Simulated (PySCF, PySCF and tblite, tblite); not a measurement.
# C₃H₈BNO: a path driven as rotation about a bond, and NMR exchange, part 2 of 2

PySCF and tblite. Atoms count from 0.

## (9) Shieldings, end: PBE0/pcSseg-1

The job: settings as JSON, then the geometry in Å.

```
{"job": {"kind": "nmr", "xc": "PBE0", "basis": "pcSseg-1", "pop": false}, "charge": 0, "multiplicity": 1}
C     -2.228138     0.110810     0.077380
C     -0.918393    -0.053448     0.297351
C     -0.349930    -0.572575     1.579060
O     -0.054627     0.271643    -0.700277
B      1.314894     0.177113    -0.713878
N      1.976580     0.585083    -1.875290
H     -2.955326    -0.136353     0.850460
H     -2.582112     0.494751    -0.880817
H      0.230395    -1.494490     1.416431
H     -1.157636    -0.788823     2.288774
H      0.334479     0.158188     2.038308
H      1.952889    -0.238804     0.224426
H      1.480927     0.940029    -2.682678
H      2.979704     0.550330    -1.974129
```

Standard output:

```text
coarse grid: 11456 points
cycle   1  E = -273.5401200200  dE =  6.744e-01  |g| = 6.595e-01  |ddm| = 3.166e+00
cycle   2  E = -273.4808016864  dE =  5.932e-02  |g| = 8.835e-01  |ddm| = 1.133e+00
cycle   3  E = -273.6277099462  dE = -1.469e-01  |g| = 1.029e-01  |ddm| = 7.150e-01
cycle   4  E = -273.6296311973  dE = -1.921e-03  |g| = 3.136e-02  |ddm| = 7.885e-02
cycle   5  E = -273.6297987750  dE = -1.676e-04  |g| = 1.352e-02  |ddm| = 2.786e-02
cycle   6  E = -273.6298404600  dE = -4.168e-05  |g| = 3.054e-03  |ddm| = 1.208e-02
cycle   7  E = -273.6298425003  dE = -2.040e-06  |g| = 9.992e-04  |ddm| = 2.914e-03
final grid: 110008 points
cycle   8  E = -273.6718403931  dE = -3.106e-05  |g| = 1.094e-02  |ddm| = 2.735e-02
cycle   9  E = -273.6718163171  dE =  2.408e-05  |g| = 1.590e-02  |ddm| = 1.578e-02
cycle  10  E = -273.6718645592  dE = -4.824e-05  |g| = 1.519e-03  |ddm| = 9.455e-03
cycle  11  E = -273.6718650680  dE = -5.088e-07  |g| = 2.437e-04  |ddm| = 1.447e-03
cycle  12  E = -273.6718650759  dE = -7.919e-09  |g| = 1.548e-04  |ddm| = 2.839e-04
cycle  13  E = -273.6718650816  dE = -5.712e-09  |g| = 3.218e-05  |ddm| = 1.289e-04
cycle  14  E = -273.6718650818  dE = -2.608e-10  |g| = 7.148e-06  |ddm| = 3.213e-05
converged SCF energy = -273.6718650818

GIAO shielding tensors (ppm)
atom      isotropic    diamagn.    paramagn.     s11        s22        s33       span
  0 C       85.431     254.214    -168.783     -9.131    120.469    144.956    154.087
  1 C       22.666     253.253    -230.587    -93.092     57.932    103.159    196.250
  2 C      162.996     249.499     -86.504    154.499    156.264    178.224     23.725
  3 O      127.318     398.518    -271.200     18.554     72.661    290.738    272.184
  4 B       77.352     197.641    -120.289     46.953     81.219    103.883     56.929
  5 N      182.229     318.473    -136.244    104.933    206.762    234.992    130.059
  6 H       27.008      30.191      -3.183     24.964     25.312     30.748      5.783
  7 H       26.651      30.853      -4.203     23.980     24.771     31.201      7.222
  8 H       29.342      29.986      -0.644     25.697     27.801     34.529      8.832
  9 H       29.504      29.252       0.252     25.584     28.783     34.144      8.559
 10 H       29.379      29.984      -0.606     25.765     27.794     34.577      8.812
 11 H       26.896      32.148      -5.251     24.019     27.100     29.570      5.551
 12 H       28.279      31.543      -3.265     22.931     25.625     36.279     13.348
 13 H       28.378      29.532      -1.154     23.425     25.518     36.189     12.764
```

It took 12 s on 1 thread of Arm Neoverse V1, shared host; peak memory 0.78 GiB.

This run: HOMO -6.46 eV, LUMO 0.49 eV; dipole 1.46 D.

## (10) Barriers, rates and exchange

The job: settings as JSON, then the geometry in Å.

```
{"job": {"smiles": "C=C(C)OBN", "charge": 0, "mult": 1, "motion": "rotation", "what": "boronate", "atoms": [4, 3], "drives": [{"terms": [["t", [5, 4, 3, 1], 0.5], ["t", [11, 4, 3, 1], 0.5]], "by": 180, "n": 12}], "study": "path", "level": {"kind": "nmr", "xc": "PBE0", "basis": "pcSseg-1"}, "fields": [90, 300, 500], "first": 1, "seed": 759, "refine": {"xc": "PBE0", "basis": "def2-SVP"}, "kind": "path"}, "charge": 0, "multiplicity": 1}
C     -1.519916     0.149759    -0.291112
C     -0.510433     0.032210     0.561973
C     -0.523972    -0.890234     1.746736
O      0.626521     0.779391     0.488159
B      1.422653     0.951180    -0.595110
N      1.254613     0.259013    -1.797076
H     -2.420291    -0.423617    -0.170018
H     -1.482612     0.840588    -1.114992
H      0.288256    -1.611559     1.662488
H     -1.469826    -1.418162     1.816269
H     -0.362372    -0.315138     2.656790
H      2.312754     1.699867    -0.457620
H      0.516235    -0.408618    -1.943789
H      1.867712     0.354846    -2.584864
```

Standard output:

```text
stationary points (kcal/mol above the start)
  n  kind          group   xTB      DFT    lowest mode
  0  minimum      C1       0.00     0.00      59.6
  1  saddle       C1       7.37     6.90    -192.4
  2  minimum      C1       1.18     0.29      16.1

GFN2-xTB energies: T/K, barrier G, reaction G (kcal/mol), k forward, k back (1/s)
 150.00     6.72     0.98        510   1.34e+04
 200.00     6.76     0.92   1.73e+05   1.74e+06
 250.00     6.81     0.86   5.77e+06   3.27e+07
 298.15     6.88     0.80   5.62e+07   2.18e+08
 350.00     6.97     0.74   3.26e+08   9.45e+08
 400.00     7.06     0.68   1.15e+09   2.71e+09
 500.00     7.28     0.56   6.83e+09   1.19e+10

PBE0-D3(BJ)/def2-SVP energies: T/K, barrier G, reaction G (kcal/mol), k forward, k back (1/s)
 150.00     5.40    -0.30   4.28e+04   1.59e+04
 200.00     5.44    -0.35   4.78e+06   1.98e+06
 250.00     5.49    -0.41   8.23e+07   3.61e+07
 298.15     5.56    -0.47   5.22e+08   2.37e+08
 350.00     5.65    -0.53   2.17e+09   1.01e+09
 400.00     5.74    -0.59   6.08e+09   2.89e+09
 500.00     5.96    -0.72   2.58e+10   1.26e+10

PBE0/pcSseg-1 + D3(BJ) energies: T/K, barrier G, reaction G (kcal/mol), k forward, k back (1/s)
 150.00     6.25     0.08   2.46e+03   3.25e+03
 200.00     6.29     0.03   5.62e+05   6.01e+05
 250.00     6.34    -0.03   1.48e+07   1.39e+07
 298.15     6.41    -0.09   1.24e+08   1.07e+08
 350.00     6.50    -0.15   6.39e+08   5.14e+08
 400.00     6.59    -0.21   2.08e+09   1.59e+09
 500.00     6.81    -0.34    1.1e+10    7.8e+09
```

It took 4.5 min on 1 thread of Arm Neoverse V1, shared host; peak memory 0.78 GiB. This counts the whole study up to here.

Barriers by level (kcal/mol; entropies in cal/(mol K)). Zero-point and thermal terms come from xTB in every row. ΔG‡ leaves symmetry out; the rate counts one path; effective ΔG‡, where given, is the barrier that would give that rate by Eyring's equation alone:

```tsv
level	ΔE‡	with zero-point	ΔH‡	ΔS‡	ΔG‡ (298 K)	ΔE of reaction	k at 298 K (1/s)	effective ΔG‡
GFN2-xTB	7.37	6.71	6.42	-1.5	6.88	1.18	5.6e+07	6.88
PBE0-D3(BJ)/def2-SVP	6.05	5.39	5.10	-1.5	5.56	-0.09	5.2e+08	5.56
PBE0/pcSseg-1 + D3(BJ)	6.90	6.24	5.95	-1.5	6.41	0.29	1.2e+08	6.41
```

Sites that the driver pairs across this motion, and where their lines would merge (no couplings; faster rotations or exchange between molecules can average them sooner):

```tsv
nucleus	sites: shielding (ppm)	proton frequency (MHz)	spread (Hz)	coalescence (K)	lines at 298 K
$^{17}$O	O3: 136.4; O3 (end): 127.3	500	618	143	–
$^{13}$C	C1: 19.5; C1 (end): 22.7	500	397	140	–
$^{13}$C	C2: 160.2; C2 (end): 163.0	500	350	140	–
$^{11}$B	B4: 75.9; B4 (end): 77.4	500	236	137	–
$^{1}$H	H12: 27.91; H12 (end): 28.28	500	185	136	–
$^{1}$H	H6: 26.64; H6 (end): 27.01	500	182	136	–
$^{15}$N	N5: 184.0; N5 (end): 182.2	500	92	132	–
$^{1}$H	H7: 26.81; H7 (end): 26.65	500	79	131	–
```

Rows that set an atom against itself at the end compare its shielding in the two forms.

Lines of quadrupolar nuclei are broad, so their coalescence could hardly be seen.

## (11) What came out

The summary covers parts 1 to 2.

| quantity | value |
| --- | --- |
| barrier (PBE0/pcSseg-1 + D3(BJ)) | ΔE‡ 6.9, ΔG‡(298 K) 6.4 kcal/mol |
| barrier (GFN2-xTB) | ΔE‡ 7.4 kcal/mol |
| rate at 298 K | 1.2e+08 s⁻¹ |
| end of the path | 0.3 kcal/mol from the start |

In words: DFT puts the top 6.9 kcal/mol above the start (xTB: 7.4); the rate from the DFT barrier is 1.2e+08 s⁻¹ at 298 K. An error of 1.4 kcal/mol changes that rate tenfold.
